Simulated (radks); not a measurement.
# Ni²⁺ with its nuclear charge varied continuously

The task here is to estimate one member of a computed series from the others.

Method: non-relativistic Kohn-Sham, SCAN, spin-polarised, spherical densities, point nucleus; open shells are filled with parallel spins first. Code: radks (a radial shooting solver on a logarithmic mesh, Libxc functionals) version 1.

## What is computed

- element: nickel (Z = 28)
- charge: +2
- electrons: 26
- configuration: [Ar] 3d8

Outer shells as boxes (Hund's rule):

Ni²⁺
```
[Ar] core
3d [↑↓][↑↓][↑↓][↑ ][↑ ]
```

Set-up of the first run:

Input:

```text
Z 28
configuration [Ar] 3d8
relativity non-relativistic
functional scan,scan
spin polarised
nucleus point
```

Steps of the session up to this table: Z = 28.

One of the session's tables, all rows but one given; the rest of the session is left out.

It belongs to the step «Z = 28». Radial moments (bohr):

```
  level     <r>  outermost maximum (interpolated)  90 % within  nodes
  2p up  0.2167                             0.166        0.354      0
2p down  0.2164                             0.166        0.353      0
  3s up  0.7486                             0.648         1.12      2
3s down  0.7507                             0.648         1.12      2
  3p up       ?                                 ?            ?      ?
3p down  0.7848                             0.653         1.21      1
  3d up  0.9477                             0.630         1.63      0
3d down  0.9774                             0.635         1.70      0
```

Estimate the missing values for 3p up.

The run gave: <r>: 0.7811; outermost maximum (interpolated): 0.651; 90 % within: 1.20; nodes: 1. In the column «<r>» it lies between 3s down (0.7507) and 3p down (0.7848).
